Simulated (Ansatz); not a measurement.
# Tl2FeH6: the cost of one run

Program: Ansatz 0.2.0. Level of theory: reference: DFT PBE, plane waves, PAW, scalar-relativistic, no spin polarisation. These are calculated values, not measurements.

### 1 The structure to begin with

Symmetry: Fm-3m, No. 225, cubic system. Conventional cell: a = 7.022 Å, b = 7.022 Å, c = 7.022 Å, α = 90.00°, β = 90.00°, γ = 90.00°. Around H (site symmetry 4mm) lie 1 Fe at 1.70 Å. Around Fe (site symmetry m-3m) lie 6 H at 1.70 Å. Tl (site symmetry -43m) is surrounded by 12 H at 2.48 Å.

As a file:

```cif
data_structure
_symmetry_space_group_name_H-M 'Fm-3m'
_symmetry_Int_Tables_number 225
_cell_length_a 7.0222
_cell_length_b 7.0222
_cell_length_c 7.0222
_cell_angle_alpha 90.000
_cell_angle_beta 90.000
_cell_angle_gamma 90.000
_cell_volume 346.28
loop_
_atom_site_label
_atom_site_type_symbol
_atom_site_symmetry_multiplicity
_atom_site_Wyckoff_symbol
_atom_site_fract_x
_atom_site_fract_y
_atom_site_fract_z
_atom_site_occupancy
H1 H 24 e 0.24200 0.00000 0.00000 1
Fe1 Fe 4 a 0.00000 0.00000 0.00000 1
Tl1 Tl 8 c 0.25000 0.75000 0.75000 1
```

### 2 Reference

Contents of input.yaml:

```yaml
crystal:
  lattice:
    - [0.0, 3.511116, 3.511116]
    - [3.511116, 0.0, 3.511116]
    - [3.511116, 3.511116, 0.0]
  atoms:
    - { symbol: H, position: [0.758, 0.242, 0.242] }
    - { symbol: H, position: [0.242, 0.758, 0.242] }
    - { symbol: H, position: [0.242, 0.758, 0.758] }
    - { symbol: H, position: [0.758, 0.242, 0.758] }
    - { symbol: H, position: [0.242, 0.242, 0.758] }
    - { symbol: H, position: [0.758, 0.758, 0.242] }
    - { symbol: Fe, position: [0.0, 0.0, 0.0] }
    - { symbol: Tl, position: [0.25, 0.25, 0.25] }
    - { symbol: Tl, position: [0.75, 0.75, 0.75] }
  symmetry: { tolerance: 0.0003 }
kpoints:
  mp_grid: { grid: [5, 5, 5], shift: [0, 0, 0] }
magnetization:
  spin_polarized: false
scf:
  occupations: { method: fermi_dirac }
hamiltonian:
  pseudopotentials: { kind: paw }
  xc: pbe
basis:
  ecutwfc: 420
output:
  forces: true
  stress: true
  eigenvalues: true
  write_density: true
  write_potential: true
  elf: true
  volumetric_format: npy
```

Launch:

```
> ansatz run input.yaml --threads 1 --pin off --max-ram 2560MiB --backend cpu --events-out ev --progress --plain --runs-dir out
```

What time and memory should one allow on 1 thread of Intel Xeon Platinum 8259CL at 2.50GHz (Skylake/Cascade Lake), shared host?

About 2.5 s, with a peak of 0.41 GiB.
